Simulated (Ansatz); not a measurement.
# Hf in Ansatz: relaxation of the atoms with PBE

Aim: the relaxation of the atoms of Hf with PBE.

Everything below comes from runs of Ansatz 0.2.0. Logs are shortened: lines on timing, memory, paths and dates and some standing lists are left out, and cuts for length are marked.

## 1. The structure

The cell holds a sheet with vacuum, 1 atom: a = 2.779 Å, b = 2.779 Å, c = 23.800 Å, α = 90.00°, β = 90.00°, γ = 90.00°.

The cell was built by a generator and needn't be a form met in nature.

## 2. Relaxation of the atoms, PBE

Input file input.yaml:

```yaml
crystal:
  lattice:
    - [2.77876, 0.0, 0.0]
    - [0.0, 2.77876, 0.0]
    - [0.0, 0.0, 23.8]
  atoms:
    - { symbol: Hf, position: [0.0, 0.0, 0.29412] }
  periodic: [true, true, false]
kpoints:
  mp_grid: { grid: [10, 10, 1] }
scf:
  occupations: { method: fermi_dirac, width: 0.05 }
hamiltonian:
  xc: pbe
  pseudopotentials: { kind: all_electron, lapw: { basis_error: 0.002 } }
output:
  forces: true
  stress: true
relax:
  f_tol: 0.02
  max_steps: 60
```

Potentials or basis: all-electron LAPW, scalar-relativistic.

On the command line:

```bash
> ansatz run input.yaml --threads 2 --pin off --max-ram 8192MiB --backend cpu --events-out ev --progress --plain --runs-dir out
```

The program printed:

```text
Warning: RAYON_NUM_THREADS=2 ignored (pool sized by the plan → 2); use --threads N
The last accepted step is kept in <dir> (removed where the run ends without a failure and the disk answers)
LAPW: plane waves up to 8.733 Å⁻¹, error target 2.0e-3 eV per atom; small_component_spin mean_spin; Hf in spheres of 1.348 Å, 42 of its electrons in bands, Dirac shells [] (how accurate: hamiltonian.pseudopotentials.lapw.basis_error, Limitations)
Engine: ansatz 0.2.0, aarch64-unknown-linux-gnu
Pseudopotentials: kind: all_electron
Pseudopotential: Hf, LAPW, valence charge 42, lapw/all_electron/scalar/gaussian/Hf, Koelling and Harmon's equation, gaussian nucleus
Functional definition: PBE
  parameter kappa = 0.804
  parameter beta = 0.06672455060314922
  exchange = pbe_x(kappa = kappa, mu = beta*pi^2/3)
  correlation = pbe_c(beta = beta)
Crystal: 1 atoms, lattice volume = 183.772 Å³
Basis set: ecut = 290.57582028442965 eV, 2039 PW (Γ), exchange–correlation at level 2
Bands: 26, of which v1, the nominal top of the filled ones, is band 21 counted from 1 (20 counted from 0)
Symmetry: 16 space group operations
Space group: P4/mmm (ITA 123), of the structure as read, at distance tolerance 5.7e-5 Å
k-points: 21 of 100
Non-local potential: Hf, projectors of the file, none
Initial density: superposition of atomic densities (neutral atoms: chi_scale 0, normalization atom)
Initial wavefunctions: plane waves of lowest kinetic energy (no species holds an atomic orbital)
Functional: x = pbe(κ = 0.804, μ = 0.2195149727645171), c = pbe(β = 0.06672455060314922)
iter 1 solved again at ethr=4.32e-3 eV; its pass at ethr=1.00e-1 eV (dr2=1.82e0 eV) is discarded
SCF iter   1: F=—  HF=-410248.289996 eV  |F-HF|=—  |Δ(HF+E_count)|=         —  Δρ=1.86e-2  dr2=1.82e0  ethr=4.32e-3  ⟨swp⟩=2.0  Hψ=3444  notcnv=0
preconditioner: auto → LDOS  [metal: Δε(μ)=0.072 eV  Ē_g=12.963 eV  σ=0.050 eV  W_gap=0.34  n_scr=16 (ndim 8)  ℏωp=11.6 eV  f_vac=0.799  D(μ)=2.11/eV (n_scr^D=10)  β→1.0]
iter 2 solved again at ethr=1.47e-4 eV; its pass at ethr=4.32e-3 eV (dr2=6.19e-2 eV) is discarded
SCF iter   2: F=—  HF=-410247.699178 eV  |F-HF|=—  |Δ(HF+E_count)|=   5.91e-1  Δρ=9.42e-3  dr2=6.19e-2  ethr=1.47e-4  ⟨swp⟩=2.1  Hψ=2959  notcnv=0  defer=2
SCF iter   3: F=—  HF=-410247.882458 eV  |F-HF|=—  |Δ(HF+E_count)|=   1.83e-1  Δρ=2.58e-3  dr2=2.23e-2  ethr=1.47e-4  ⟨swp⟩=3.1  Hψ=1840  notcnv=0
SCF iter   4: F=—  HF=-410247.788865 eV  |F-HF|=—  |Δ(HF+E_count)|=   9.36e-2  Δρ=1.51e-3  dr2=1.73e-2  ethr=5.31e-5  ⟨swp⟩=2.5  Hψ=1736  notcnv=0
SCF iter   5: F=—  HF=-410247.788397 eV  |F-HF|=—  |Δ(HF+E_count)|=         —  Δρ=6.70e-4  dr2=4.24e-3  ethr=4.13e-5  ⟨swp⟩=3.1  Hψ=1757  notcnv=0
the basis was enlarged: its passes take 119.4 KiB over the memory plan, 2 of 2 planned eigensolver slots
SCF iter   6: F=—  HF=-410247.788559 eV  |F-HF|=—  |Δ(HF+E_count)|=   1.62e-4  Δρ=1.59e-4  dr2=3.25e-4  ethr=1.01e-5  ⟨swp⟩=3.0  Hψ=1728  notcnv=0
SCF iter   7: F=—  HF=-410247.788632 eV  |F-HF|=—  |Δ(HF+E_count)|=   7.33e-5  Δρ=4.99e-5  dr2=7.98e-6  ethr=7.75e-7  ⟨swp⟩=3.0  Hψ=1698  notcnv=0
SCF iter   8: F=—  HF=-410247.788641 eV  |F-HF|=—  |Δ(HF+E_count)|=   8.77e-6  Δρ=1.63e-5  dr2=6.56e-7  ethr=1.90e-8  ⟨swp⟩=3.0  Hψ=1686  notcnv=0
SCF iter   9: F=-410247.788642 eV  HF=-410247.788642 eV  |F-HF|=1.18e-7  |Δ(HF+E_count)|=   7.64e-7  Δρ=4.13e-6  dr2=5.59e-8  ethr=1.56e-9  ⟨swp⟩=3.0  Hψ=1685  notcnv=0
SCF 1 converged in 9 iterations: F = -410247.788642 eV  dr2 = 5.59e-8
relax step   1: F+E_penalty+E_count = -410247.78864189 eV  Δ(F+E_penalty+E_count) = +0.000e0 eV  max|allowed force component| = 0.000e0 eV/Å  Δτ_max = 0.0000 Å  (9 SCF iters, accepted)
SCF converged after 9 iterations
Free energy (F): -410247.788642 eV
Harris-Foulkes:  -410247.788642 eV  (|F-HF|=1.18e-7)
Internal energy: -410247.767249 eV  (E = F + TS)
E sigma→0 (E₀):  -410247.777945 eV
Entropy (-TS):   -0.021393 eV (-21.393 meV/atom)
Fermi energy:    -4.281941 eV
--- Per-component energies (eV) ---
  E_band       = -4917.347096
  E_kinetic    = 456476.168241
  E_xc         = -8413.884915
  E_electrostatic = -858310.050575  (all electrons and nuclei)
  E_smearing   = -0.021393  (= −TS)
  E_closure    = 0.000000  (closes the sum)
  E_atoms      = -410242.921030  (free atoms, spherical and without spin; not in F)
  Σ components = -410247.788642   (vs F -410247.788642, Δ=0.00e0)
  Basis errors (estimates in eV, not in F): energy 9.5e-4 per atom: plane waves 8.7e-4 (5.3e-4 summed), levels above the bands 6.1e-39, relativity 7.1e-8, radial functions 7.9e-5, core shells 1.7e-7; eigenvalues (radial functions only) 8.8e-7; not estimated: angular momenta, meshes, grids; target (lapw.basis_error) 2.0e-3; muffin-tin radii Hf 1.348 Å
--- Forces (eV/Å), atoms counted from 1 ---
  atom   1  Hf     0.00000000     0.00000000     0.00000000
  max |Σ_I F_I| component: 1.58e-30 eV/Å
--- 2D stress c σ (N/m, compression-positive) ---
       -0.199144       0.000000       0.000000
        0.000000      -0.199144       0.000000
        0.000000       0.000000       0.000000
  P = ½ c Tr σ = -0.1991 N/m
--- Relaxed structure (1 steps of the walk, 1 accepted, 0 SCFs on fresh bases) ---
  F+E_penalty+E_count = -410247.78864189 eV   max|allowed force component| = 0.000e0 eV/Å
  cell:  # Å, volume = 183.7719 Å³
    - [2.77876, 0.0, 0.0]
    - [0.0, 2.77876, 0.0]
    - [0.0, 0.0, 23.8]
  atoms:
    - { symbol: Hf, position: [0.0, 0.0, 0.29412] }
```

It took 7.6 s on 2 threads of Arm Neoverse V2, shared host; peak memory 0.51 GiB.

Results:

```
Free energy   : -410247.7886 eV
Work function : 4.28 eV
```

Final structure:
```
CELL_PARAMETERS angstrom
2.77876 0.00000 0.00000
0.00000 2.77876 0.00000
0.00000 0.00000 23.80000
ATOMIC_POSITIONS crystal
Hf 0.00000 0.00000 0.29412
```

Caveat: the relaxation stopped at its first step, so nothing moved.
